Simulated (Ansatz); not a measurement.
# AlN: the cost of one run

Computed with Ansatz 0.2.0 (DFT LDA, scalar-relativistic, plane waves, PAW, unless a step's input says otherwise).

2 further runs of the same task are left out: 2 set aside as unsound or not needed.

### 1 The starting structure

Symmetry: F-43m, No. 216, cubic system. Conventional cell: a = 4.342 Å, b = 4.342 Å, c = 4.342 Å, α = 90.00°, β = 90.00°, γ = 90.00°. Al (site symmetry -43m) has 4 N at 1.88 Å as nearest neighbours. N (site symmetry -43m) has 4 Al at 1.88 Å as nearest neighbours.

Structure file:

```cif
data_structure
_symmetry_space_group_name_H-M 'P 1'
_symmetry_Int_Tables_number 1
_cell_length_a 3.0705
_cell_length_b 3.0705
_cell_length_c 3.0705
_cell_angle_alpha 60.000
_cell_angle_beta 60.000
_cell_angle_gamma 60.000
_cell_volume 20.47
loop_
_atom_site_label
_atom_site_type_symbol
_atom_site_fract_x
_atom_site_fract_y
_atom_site_fract_z
_atom_site_occupancy
Al1 Al 0.00000 0.00000 0.00000 1
N1 N 0.75000 0.75000 0.75000 1
```

It goes back to an entry of the Materials Project, which need not be the stable form.

It is the result of an earlier relaxation at this level (volume 10.23 Å³/atom; gap on the mesh: 3.25 eV).

### 2 Relaxing at 2 GPa

What is minimised here is the enthalpy; the energy can go up as the cell is squeezed.

Contents of input.yaml:

```yaml
crystal:
  lattice:
    - [0.0, 2.171140687, 2.171140687]
    - [2.171140687, 0.0, 2.171140687]
    - [2.171140687, 2.171140687, 0.0]
  atoms:
    - { symbol: Al, position: [0.0, 0.0, 0.0] }
    - { symbol: "N", position: [0.75, 0.75, 0.75] }
basis:
  ecutwfc: 420
kpoints:
  mp_grid: { grid: [10, 10, 10] }
hamiltonian:
  xc: lda
scf:
  occupations: { method: fixed }
output:
  forces: true
  stress: true
  eigenvalues: true
relax:
  adjacent_minimum: "off"
  f_tol: 0.001
  max_steps: 60
  cell: { stress_tol: 0.02, p_target: 2.0 }
```

Launch:

```sh
$ ansatz run input.yaml --threads 1 --pin off --max-ram 3072MiB --backend cpu --events-out ev --progress --plain --runs-dir out
```

**Question.** How long does this run take on 1 thread of Intel Xeon 6975P-C (Granite Rapids), shared host, and how much memory does it need?

About 3.9 s, with a peak of 0.33 GiB.
